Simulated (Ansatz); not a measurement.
# Tc3Os: the cost of one run

All numbers are computed with Ansatz 0.2.0, driven from Python. Level of theory: DFT LDA, plane waves, PAW.

## Step 1: The structure

Tc3Os P-6m2: It takes space group P-6m2 (No. 187, hexagonal). Conventional cell: a = 2.743 Å, b = 2.743 Å, c = 8.719 Å, α = 90.00°, β = 90.00°, γ = 120.00°. Tc (site symmetry -6m2) is surrounded by 12 Tc at 2.70 to 2.74 Å. Around Tc (site symmetry 3m) lie 3 Os at 2.69 Å and 9 Tc at 2.70 to 2.74 Å. Around Os (site symmetry -6m2) lie 6 Tc at 2.69 Å and 6 Os at 2.74 Å.

Tc P6_3/mmc: The structure is hexagonal, space group P6_3/mmc (No. 194). The conventional cell has a = 2.740 Å, b = 2.740 Å, c = 4.398 Å, α = 90.00°, β = 90.00°, γ = 120.00°. Tc (site symmetry -6m2) has 12 Tc at 2.71 to 2.74 Å as nearest neighbours.

Os P6_3/mmc: The structure is hexagonal, space group P6_3/mmc (No. 194). Conventional cell: a = 2.734 Å, b = 2.734 Å, c = 4.320 Å, α = 90.00°, β = 90.00°, γ = 120.00°. Os (site symmetry -6m2) is surrounded by 12 Os at 2.68 to 2.73 Å.

No structure file is read: the coordinates are typed or built in the script.

## Step 2: The code

The input, formation_tc3os.py:

```python
# -*- coding: utf-8 -*-
"""Formation energy of Tc3Os from the elements, after relaxing atoms and volume at fixed cell shape."""

from collections import Counter
from dataclasses import dataclass
import logging
import sys
import warnings

import ansatz
import numpy as np

logging.basicConfig(stream=sys.stdout, format="%(levelname)s %(message)s")
logger = logging.getLogger("run")
logger.setLevel(logging.INFO)


@dataclass
class Settings:
    xc: str = "lda"
    cutoff_ev: int = 620
    k_spacing: float = 0.3
    occupations: str = "gaussian"
    width_ev: float = 0.1


settings = Settings()

PHASES = {
    "Tc3Os": (
        [(2.74308, 0.0, 0.0), (-1.37154, 2.37558, 0.0), (0.0, 0.0, 8.71921)],
        [
            ("Tc", (2 / 3, 1 / 3, 0.5)),
            ("Tc", (1 / 3, 2 / 3, 0.24917)),
            ("Tc", (1 / 3, 2 / 3, 0.75083)),
            ("Os", (2 / 3, 1 / 3, 0.0)),
        ],
    ),
    "Tc": (
        [(2.74, 0.0, 0.0), (-1.37, 2.37291, 0.0), (0.0, 0.0, 4.398)],
        [
            ("Tc", (1 / 3, 2 / 3, 0.25)),
            ("Tc", (2 / 3, 1 / 3, 0.75)),
        ],
    ),
    "Os": (
        [(2.7341, 0.0, 0.0), (-1.36705, 2.3678, 0.0), (0.0, 0.0, 4.3197)],
        [
            ("Os", (1 / 3, 2 / 3, 0.25)),
            ("Os", (2 / 3, 1 / 3, 0.75)),
        ],
    ),
}


def build(vectors, sites):
    crystal = ansatz.Crystal(lattice=ansatz.Lattice.of(vectors))
    for symbol, position in sites:
        crystal = crystal.atom(symbol, position)
    return crystal


def solve(name, crystal):
    calc = (
        crystal.calculation()
        .functional(settings.xc)
        .basis(settings.cutoff_ev)
        .kpoints(spacing=settings.k_spacing)
        .occupations(settings.occupations, width=settings.width_ev)
        .stress()
    )
    calc = calc.relax(force_tolerance=0.03, fix_cell=["shape"])
    return calc.run(threads=1)


def counts(outcome):
    return Counter(site.symbol for site in outcome.lattice.sites)

def formation_energy(outcome, mu):
    n = counts(outcome)
    return (outcome.report["energy_sigma0_ev"] - sum(k * mu[element] for element, k in n.items())) / sum(n.values())


def volume_per_atom(outcome):
    return abs(np.linalg.det(outcome.lattice.cell_ang)) / len(outcome.lattice.sites)


def main():
    warnings.simplefilter("ignore", ansatz.DeckWarning)

    phases = {name: build(*cell) for name, cell in PHASES.items()}

    done = {name: solve(name, crystal) for name, crystal in phases.items()}

    # energy of one atom in its reference phase
    references = {"Tc": "Tc", "Os": "Os"}
    mu = {element: done[name].report["energy_sigma0_ev"] / len(done[name].lattice.sites) for element, name in references.items()}

    target = done["Tc3Os"]
    heat = formation_energy(target, mu)
    n = counts(target)
    print("cell content:", dict(n), " volume", round(volume_per_atom(target), 3), "A^3/atom")
    print("formation energy", round(heat, 4), "eV/atom,", round(heat * sum(n.values()), 4), "eV per cell")
    print("bound against the elements" if heat < 0 else "unbound against the elements")


if __name__ == "__main__":
    main()
```

## Step 3: What the engine is handed

The engine receives this input (first run):

```yaml
crystal:
  lattice:
    - [2.74308, 0.0, 0.0]
    - [-1.37154, 2.37558, 0.0]
    - [0.0, 0.0, 8.71921]
  atoms:
    - { symbol: Tc, position: [0.6666666666666666, 0.3333333333333333, 0.5] }
    - { symbol: Tc, position: [0.3333333333333333, 0.6666666666666666, 0.24917] }
    - { symbol: Tc, position: [0.3333333333333333, 0.6666666666666666, 0.75083] }
    - { symbol: Os, position: [0.6666666666666666, 0.3333333333333333, 0.0] }
basis:
  ecutwfc: 620.0
kpoints:
  mp_grid:
    kspacing: 0.3
hamiltonian:
  xc: lda
scf:
  occupations:
    method: gaussian
    width: 0.1
relax:
  f_tol: 0.03
  cell:
    fix: [shape]
output:
  stress: true
```

## Step 4: The run

Command:

```
python formation_tc3os.py
```

**Question.** How long does this script take on 1 thread of Arm Neoverse N1, shared host, and how much memory does it need?

About 79 s, with a peak of 0.41 GiB.
